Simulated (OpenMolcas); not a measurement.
**Mn⁴⁺ in Cs2GeF6: CASSCF and CASPT2 levels and susceptibility**

Aim: the ligand-field states of Mn⁴⁺ in this surrounding, its lowest levels with spin-orbit coupling and its magnetic susceptibility.

Program: OpenMolcas 26.06. Level of theory: state-averaged CASSCF and CASPT2, spin-orbit coupling by RASSI with atomic mean-field integrals. These are calculated values, not measurements, unless marked.

### Step 1. The atom as given

* Species: Mn⁴⁺ (manganese, Z = 25, 21 electrons)
* Basis: ANO-RCC-VDZP [5s4p2d1f], 118 functions with the ligands
* Scalar Hamiltonian: DKH2, point nucleus
* Inactive shells: 1s 2s 2p 3s 3p of the metal, and all ligand shells
* Active space: 3 electrons in 5 orbitals (3d)
* Some configurations of this space: 3d³
* Orbitals: optimised for each spin and parity, averaged over all roots

The outer shells:

3d3
```
3d [↑ ][↑ ][↑ ][  ][  ]
```

Mn⁴⁺ is taken with its 6 nearest fluoride ions at 1.908 Å, on the cation site of Cs2GeF6 (a = 9.021 Å). The rest of the host is ab initio model potentials to 7.6 Å and point charges beyond; the distance is set by hand, nothing relaxes, and no local charge compensation is placed. Ligand basis ANO-RCC-VDZP.

```xyz
15

Mn    0.0000    0.0000    0.0000
F     1.9080    0.0000    0.0000
F     0.0000    1.9080    0.0000
F    -1.9080    0.0000    0.0000
F     0.0000   -1.9080    0.0000
F     0.0000    0.0000    1.9080
F     0.0000    0.0000   -1.9080
Cs    2.2553   -2.2553   -2.2553
Cs   -2.2553    2.2553    2.2553
Cs    2.2553   -2.2553    2.2553
Cs   -2.2553    2.2553   -2.2553
Cs    2.2553    2.2553   -2.2553
Cs   -2.2553   -2.2553    2.2553
Cs    2.2553    2.2553    2.2553
Cs   -2.2553   -2.2553   -2.2553
```

Each step is its own input file, run in one work folder so that later steps find the files of earlier ones. Labels, J, g values, rates, χT and fits are worked out afterwards by a script from the matrices that RASSI stores.

### Step 2. GATEWAY and SEWARD: basis and integrals

Contents of a.inp:

```
&GATEWAY
Basis set
Mn.ANO-RCC-VDZP.
Mn1 0.0 0.0 0.0 Angstrom
End of basis
Basis set
F.ANO-RCC-VDZP.
L1 1.908000 0.000000 0.000000 Angstrom
L2 0.000000 1.908000 0.000000 Angstrom
L3 0.000000 0.000000 1.908000 Angstrom
End of basis
Basis set
Cs.EMB-AIMP.Seijo.0s.0s.ECP.Cs2GeF6.
PseudoCharge
* 16 symmetry-unique lattice sites within 7.6 angstrom
End of basis
Basis set
F.EMB-AIMP.Seijo.0s.0s.ECP.Cs2GeF6.
PseudoCharge
* 27 symmetry-unique lattice sites within 7.6 angstrom
End of basis
Basis set
Ge.EMB-AIMP.Seijo.0s.0s.ECP.Cs2GeF6.
PseudoCharge
* 6 symmetry-unique lattice sites within 7.6 angstrom
End of basis
Symmetry
XYZ
AngMom=0.0 0.0 0.0
AMFI
RICD
XField
1358 Angstrom 0
* Evjen-weighted lattice charges
&SEWARD
```

The run is started by

```console
> OMP_NUM_THREADS=1 MOLCAS_MEM=2457 MOLCAS_PROJECT=a pymolcas a.inp > a.log
```

### Step 3. CASSCF: quartets, 10 roots

Contents of a.inp:

```
&RASSCF
FileOrb=start.orb
Symmetry=1
Spin=4
nActEl=3 0 0
Inactive=18 21
Ras2=5 0
CIRoot=10 10 1
SDav=10
CIMx=300
Iter=150 100
PrWF=0.3
OrbListing=Nothing
MaxOrb=1
LevShft=1.0
>>> COPY $Project.JobIph JOB001
```

start.orb holds start orbitals that the driver prepared beforehand, or those of the step before.

### Step 4. CASSCF: doublets, 40 roots

Contents of a.inp:

```
&RASSCF
FileOrb=start.orb
Symmetry=1
Spin=2
nActEl=3 0 0
Inactive=18 21
Ras2=5 0
CIRoot=40 40 1
SDav=40
CIMx=300
Iter=150 100
PrWF=0.3
OrbListing=Nothing
MaxOrb=0
LevShft=1.0
>>> COPY $Project.JobIph JOB002
```

### Step 5. RASSI: spin-orbit coupling between the states

Contents of a.inp:

```
&RASSI
NrOfJobIphs=2 10 40
1 2 3 4 5 6 7 8 9 10
1 2 3 4 5 6 7 8 9 10 11 12 13 14 15 16 17 18 19 20 21 22 23 24 25 26 27
28 29 30 31 32 33 34 35 36 37 38 39 40
IphNames
JOB001
JOB002
EJob
SpinOrbit
DIPRint=1.0
SOCoupling=1000.0
Subsets=2
Property=9
'ANGMOM' 1 'ANGMOM' 2 'ANGMOM' 3 'MLTPL  1' 1 'MLTPL  1' 2 'MLTPL  1' 3
'AMFI' 1 'AMFI' 2 'AMFI' 3
SOProperty=3
'ANGMOM' 1 'ANGMOM' 2 'ANGMOM' 3
```

### Step 6. CASPT2: IPEA 0.25, imaginary shift 0.1 (closed shells correlated: 3s 3p of the metal, with ligand shells; the Frozen line counts the rest)

Contents of a.inp:

```
>>> COPY JOB001 $Project.JobIph
&CASPT2
Multistate=10 1 2 3 4 5 6 7 8 9 10
NoMult
Frozen=5 6
IPEA=0.25
Imaginary=0.1
MaxIter=60
WThr=0.0 0.3 0.05
PrWF=0.5
NoMix
>>> COPY JOB002 $Project.JobIph
&CASPT2
Multistate=40 1 2 3 4 5 6 7 8 9 10 11 12 13 14 15 16 17 18 19 20 21 22
23 24 25 26 27 28 29 30 31 32 33 34 35 36 37 38 39 40
NoMult
Frozen=5 6
IPEA=0.25
Imaginary=0.1
MaxIter=60
WThr=0.0 0.3 0.05
PrWF=0.5
NoMix
```

(Steps that only read results are left out.)

Q: Predict the outcome of this session. Wanted: spin-free ground state; first state of the same spin within the active space; lowest level; next level.

The runs gave:

```
                                            quantity                                                                                                                                          value
                                              method  SS-CASPT2, IPEA 0.25, imaginary shift 0.1 (closed shells correlated: 3s 3p of the metal, with ligand shells; the Frozen line counts the rest)
                              spin-free ground state                                                                                                                4A2, 1-fold in its orbital part
first state of the same spin within the active space                                                                                                                              4T2 at 24800 cm⁻¹
                                        lowest level                                                                                                                                      4-fold Γ8
                                          next level                                                                                                                                   14312.6 cm⁻¹
                                         χT at 300 K                                                                                                                                 1.84 cm³ K/mol
                           effective moment at 300 K                                                                                                                                        3.84 μB
```

Cost by method:

```
                                              method  time of its own steps  time with the reference
                                           A. CASSCF                   26 s                     26 s
B. SS-CASPT2, IPEA 0.25, imaginary shift 0.1, +3s 3p                2.6 min                  3.1 min
```

Times are of one thread on a shared host.

In words: The spin-free ground state (4A2) is 1-fold and keeps the highest spin of the shell. χT at 300 K is 1.84, against 1.88 cm³ K/mol for the spin alone; near agreement at one temperature doesn't show that the orbital moment is quenched. CASPT2 does not keep the components of a term degenerate, and the means are used. The bonds are covalent and no ligand orbital is active, so the numbers are rough.
